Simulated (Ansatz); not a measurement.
CoAu4:

```
Au Co
1.0
     1.45277    0.83876   11.66605
    -1.45277    0.83876   11.66605
     0.00000   -1.67752   11.66605
Au Co
4 1
Direct
  0.60667 0.60667 0.60667
  0.20228 0.20228 0.20228
  0.79772 0.79772 0.79772
  0.39333 0.39333 0.39333
  0.00000 0.00000 0.00000
```

The cell comes from a database or a generator and needn't be the stable form of this composition.

Alike in all runs: program Ansatz 0.2.0; functional PBEsol; potentials or basis Ansatz PAW; cutoff 420 eV (not typed: the program's choice for these potentials); k mesh 11 × 11 × 11; occupations fermi-dirac, width 0.05 eV.

The same cell was started in several ways:

```csv
start,free energy over the lowest (meV/atom),net moment (μB),site or absolute moments (μB),gap
"collinear spin, ferromagnetic start of up to 2 μB",0.0,1.81,"Au +0.01, -0.01; Co +1.91",none (metal or under the smearing width)
"collinear spin, random start of up to 1.82 μB",0.0,-1.81,"Au -0.01, +0.01; Co -1.91",none (metal or under the smearing width)
no spin polarisation,77.8,-,-,none (metal or under the smearing width)
"collinear spin, ferromagnetic start of up to 3.5 μB",0.0,1.81,"Au +0.01, -0.01; Co +1.91",none (metal or under the smearing width)
```

Allowing spin polarisation gains 78 meV/atom. A still lower state may exist.
